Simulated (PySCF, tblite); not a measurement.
# C₅H₅NO₂Si: geometry, infrared bands and NMR shifts

Aim: predict the infrared bands and NMR shifts of C₅H₅NO₂Si (`C#C[Si@H](O)c1ccno1`).

The runs use tblite 0.8.0 and PySCF 2.14.0, with density-fitted response routines of our own; the level of theory stands in each step. All values are computed, except where a source is named. Atoms count from 0, in the outputs and in this text.

### Step 1. The molecule as given

14 atoms, charge 0, multiplicity 1; geometry from: force field or distance geometry start.

Bonds of the start (Å): C0–C1 1.18, C1–Si2 1.90, Si2–O3 1.66, Si2–C4 1.85, C4–C5 1.38, C5–C6 1.41, C6–N7 1.33, N7–O8 1.39, O8–C4 1.37, C0–H9 1.07, Si2–H10 1.48, O3–H11 0.97, C5–H12 1.07, C6–H13 1.08.

### Step 2. Optimising the geometry with GFN2-xTB

Job settings and geometry (Å):

```
{"job": {"kind": "relax", "xc": "GFN2-xTB", "basis": "xTB"}, "charge": 0, "multiplicity": 1}
C     -2.592200     0.085500    -2.082200
C     -1.940300    -0.356100    -1.197500
Si    -0.889200    -1.062200     0.220400
O     -1.803900    -1.214100     1.596700
C      0.583700     0.023400     0.523600
C      1.922100    -0.027400     0.174800
C      2.488600     1.136200     0.732400
N      1.584100     1.867800     1.383000
O      0.393300     1.171200     1.243500
H     -3.196600     0.486700    -2.868800
H     -0.414900    -2.407500    -0.169000
H     -2.070800    -0.385600     2.015800
H      2.419500    -0.796300    -0.382900
H      3.515800     1.477900     0.703400
```

On the command line:

```sh
$ OMP_NUM_THREADS=1 python probes_run.py task.json out
```

One launch serves the whole session: the jobs run in the order shown.

**Question.** This job is followed by: GFN2-xTB harmonic vibrations, gas phase; GIAO PBE0/pcSseg-1 NMR shielding, non-relativistic, gas phase. Predict these results of the whole session: strongest single infrared mode (GFN2-xTB); zero-point energy (GFN2-xTB); ¹³C shifts against TMS (PBE0/pcSseg-1); ¹H shifts against TMS (PBE0/pcSseg-1); ²⁹Si shifts against TMS (PBE0/pcSseg-1); ¹⁷O shifts against H2O (PBE0/pcSseg-1); ¹⁵N shifts against NH3 (PBE0/pcSseg-1).

The runs gave:

| quantity | value |
| --- | --- |
| strongest single infrared mode (GFN2-xTB) | 785 cm⁻¹, 405 km/mol |
| zero-point energy (GFN2-xTB) | 55.0 kcal/mol |
| ¹³C shifts against TMS (PBE0/pcSseg-1) | 177.0, 152.8, 118.8, 103.2, 90.1 ppm |
| ¹H shifts against TMS (PBE0/pcSseg-1) | 8.41, 6.79, 5.37, 2.54, 2.08 ppm |
| ²⁹Si shifts against TMS (PBE0/pcSseg-1) | -54.0 ppm |
| ¹⁷O shifts against H2O (PBE0/pcSseg-1) | 423.2, 23.5 ppm |
| ¹⁵N shifts against NH3 (PBE0/pcSseg-1) | 435.9 ppm |

Relaxing lowered the energy by 0.202 eV in 115 steps; the close pair that moved most is C1–Si2, from 1.901 to 1.856 Å. All 36 modes are real, so the xTB geometry is a minimum. The strongest single mode, at 785 cm⁻¹, moves mainly H11. Unscaled tight-binding wavenumbers are off by several per cent, some by more. Its intensities can rank the bands wrongly. At PBE0/pcSseg-1: The widest tensor belongs to N7: span 494 ppm, with a paramagnetic part of -486 ppm. NICS(1)zz of -30 ppm above the planar ring from C4 marks a diatropic (aromatic) ring current.
